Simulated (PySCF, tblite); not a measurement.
**C₅H₁₀Si: geometry, infrared bands and NMR shifts**

What infrared bands and NMR shifts should C₅H₁₀Si (`CC(C)=C1C[SiH2]1`) show?

The runs use tblite 0.8.0 and PySCF 2.14.0, with density-fitted response routines of our own; the level of theory stands in each step. All values are computed, except where a source is named. Atoms are numbered from 0 throughout.

## (1) Starting geometry

16 atoms, charge 0, multiplicity 1; geometry from: force field or distance geometry start.

Bonds of the start (Å): C0–C1 1.50, C1–C2 1.50, C1–C3 1.34, C3–C4 1.42, C4–Si5 2.28, Si5–C3 1.72, C0–H6 1.10, C0–H7 1.08, C0–H8 1.10, C2–H9 1.10, C2–H10 1.10, C2–H11 1.09, C4–H12 1.08, C4–H13 1.09, Si5–H14 1.48, Si5–H15 1.50.

## (2) Relaxing the molecule with GFN2-xTB

Job settings and geometry (Å):

```
{"job": {"kind": "relax", "xc": "GFN2-xTB", "basis": "xTB"}, "charge": 0, "multiplicity": 1}
C     -1.382100    -1.204500    -0.715900
C     -0.667500    -0.047300    -0.078300
C     -1.564700     1.030500     0.449300
C      0.668100     0.036300     0.045100
C      1.468800     1.040600     0.640500
Si     2.038100    -0.921900    -0.364500
H     -1.977600    -0.840700    -1.570900
H     -0.713100    -1.977400    -1.079600
H     -2.067600    -1.670800     0.005200
H     -2.169900     1.449200    -0.371600
H     -2.263100     0.624600     1.194000
H     -1.034200     1.858500     0.914100
H      1.908700     0.854500     1.612300
H      2.015800     1.706800    -0.030100
H      2.931500    -0.390100    -1.424700
H      2.801200    -1.539500     0.763700
```

Started as:

```sh
$ OMP_NUM_THREADS=1 python probes_run.py task.json out
```

The driver reads the jobs from task.json and runs them one after another.

**Question.** This job is followed by: GFN2-xTB harmonic vibrations, gas phase; GIAO PBE0/pcSseg-1 NMR shielding, non-relativistic, gas phase. Predict these results of the whole session: strongest single infrared mode (GFN2-xTB); zero-point energy (GFN2-xTB); 13C shifts against TMS (PBE0/pcSseg-1); 1H shifts against TMS (PBE0/pcSseg-1, means over atoms taken as alike); 29Si shifts against TMS (PBE0/pcSseg-1); surface potential, 1st and 99th percentile.

As calculated:

```
                                                              quantity                              value
                             strongest single infrared mode (GFN2-xTB)              2328 cm⁻¹, 515 km/mol
                                          zero-point energy (GFN2-xTB)                      80.3 kcal/mol
                                13C shifts against TMS (PBE0/pcSseg-1)  151.6, 126.1, 30.9, 25.4, 0.1 ppm
1H shifts against TMS (PBE0/pcSseg-1, means over atoms taken as alike)         3.23, 2.09, 2.09, 1.11 ppm
                               29Si shifts against TMS (PBE0/pcSseg-1)                         -145.2 ppm
                                 surface potential, 1st and 99th percentile                 -0.70 V and 0.87 V
```

What this shows: The optimisation took 47 steps and gained 1.435 eV; among the close pairs (by a distance rule), C4–Si5 changed most, from 2.277 to 1.901 Å. All 42 modes are real, so the xTB geometry is a minimum. The strongest single mode, at 2328 cm⁻¹, moves mainly H14 and H15. GFN2-xTB is a fitted tight-binding method: band positions and strengths are rough. Its intensities can rank the bands wrongly. At PBE0/pcSseg-1: Shielding is most anisotropic at Si5 (span 274 ppm, paramagnetic term -389 ppm).
